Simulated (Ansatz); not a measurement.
# SnTe (SMILES [Sn][Te]): BCCD(T)/STO-3G

Aim: the electronic atomisation energy of SnTe at BCCD(T)/STO-3G, from 3 runs. 

Program for the calculation: Ansatz 0.2.0.

45 further runs of the same task are left out: 16 that didn't finish, 29 set aside as unsound or not needed.

## 1. The molecule

The species is SnTe (2 atoms), meant as a singlet with charge 0. SMILES: `[Sn][Te]`. The shape is that of a PBE0-D4/def2-TZVP optimisation.

Bond lengths: Sn1–Te2 2.518 Å.

## 2. A single-point energy at BCCD(T)/STO-3G

File job.yaml:

```yaml
crystal:
  periodic: [false, false, false]
  atoms:
    - {symbol: Sn, position_ang: [0.000000, 0.000000, 0.009440]}
    - {symbol: Te, position_ang: [-0.000000, -0.000000, 2.527330]}
basis:
  gaussian: {orbitals: STO-3G}
correlation: {method: bccd_t, frozen_orbitals: {Sn: 18, Te: 18}}
accuracy: high
scf: {omitted_lower_state_checks: [cluster_reference, increment]}
```

Launch:

```console
$ ansatz run job.yaml --threads 1 --pin off --max-ram 3480MiB --events-out events.jsonl --progress --plain --runs-dir runs
```

The log of the run, shortened:

```text
Warning: RAYON_NUM_THREADS=1 ignored (pool sized by the plan → 1); use --threads N
Functional definition: HF
  name "HF"
[...]
827 factors; integrals over basis functions are off by at most 4.7e-9 eV
[...]
mean field -340426.85138620 eV, -12510.4560388351 hartree, gradient 1.7e-8 eV, S^2 0.000000; 0 other end points of the search recorded, 0 dependent functions left out
36 core orbitals not correlated: weight in the atoms' cores, before any rotation towards them, 1.000 or more for the frozen orbitals, at most 0.000 for the correlated occupied ones
reference -340426.85138620 eV, -12510.4560388351 hartree; 15, 15 occupied and 3, 3 virtual orbitals, 827 factors
second order -1.59188657 eV of doubles, -0.00000000 eV of singles
cycle   1  -1.48223118 eV  change    1.1e-1 eV  update   1.5e-1
[...]
cycle  16  -1.73174643 eV  change   -1.3e-9 eV  update   2.4e-9
perturbative correction -0.23920053 eV, -0.0087904574 hartree
Total energy: -340428.82233315 eV, -12510.5284697999 hartree
Checks for a lower state left out: cluster_reference, increment
```

Wall time 1.5 s (1 thread of AMD EPYC 9R14 (Zen 4), shared host); peak memory 0.16 GiB.

## 3. The Sn atom

File molecule.yaml:

```yaml
basis:
  gaussian: {orbitals: STO-3G}
crystal:
  periodic: [false, false, false]
  atoms:
    - {symbol: Sn, position_ang: [0.000000, 0.000000, 0.000000]}
magnetization: {spin_polarized: true, initial_magnetization: 2}
correlation: {method: bccd_t, frozen_orbitals: {Sn: 18}}
accuracy: high
scf: {omitted_lower_state_checks: [cluster_reference, increment]}
```

Run the same way, it converges to -5963.21986 Eh (log not shown).

## 4. The Te atom at the same level

File input.yaml:

```yaml
crystal:
  periodic: [false, false, false]
  atoms:
    - {symbol: Te, position_ang: [0.000000, 0.000000, 0.000000]}
basis:
  gaussian: {orbitals: STO-3G}
magnetization: {spin_polarized: true, initial_magnetization: 2}
correlation: {method: bccd_t, frozen_orbitals: {Te: 18}}
accuracy: high
scf: {omitted_lower_state_checks: [cluster_reference, increment]}
```

Run the same way, it converges to -6547.12236 Eh (log not shown).

## 5. Outcome

Level: BCCD(T)/STO-3G, 36 core orbitals frozen.

| quantity | value |
| --- | --- |
| molecule: total energy | -12510.52847 Eh |
| molecule: correlation energy (36 core orbitals frozen) | -72.4 mEh |
| molecule: (T) correction | -8.79 mEh |
| Sn atom: total energy | -5963.21986 Eh |
| Sn atom: correlation energy (18 core orbitals frozen) | -13.7 mEh |
| Sn atom: (T) correction | 0.00 mEh |
| Sn atom: ⟨S²⟩ of the reference determinant | 2.000 |
| Te atom: total energy | -6547.12236 Eh |
| Te atom: correlation energy (18 core orbitals frozen) | 0.0 mEh |
| Te atom: (T) correction | 0.00 mEh |
| Te atom: ⟨S²⟩ of the reference determinant | 2.000 |
| electronic atomisation energy | 5.068 eV |

Taking the molecule apart into free atoms costs 5.07 eV (489 kJ/mol), before zero-point energy and without spin-orbit coupling. In a minimal basis such a difference can be off by several eV, whatever the method. The triples (molecule) make up 12.1 % of the correlation energy. Relativity is left out (molecule) although the molecule holds a heavy atom. The triples (Sn atom) make up 0.0 % of the correlation energy. Relativity is left out (Sn atom) although the molecule holds a heavy atom.
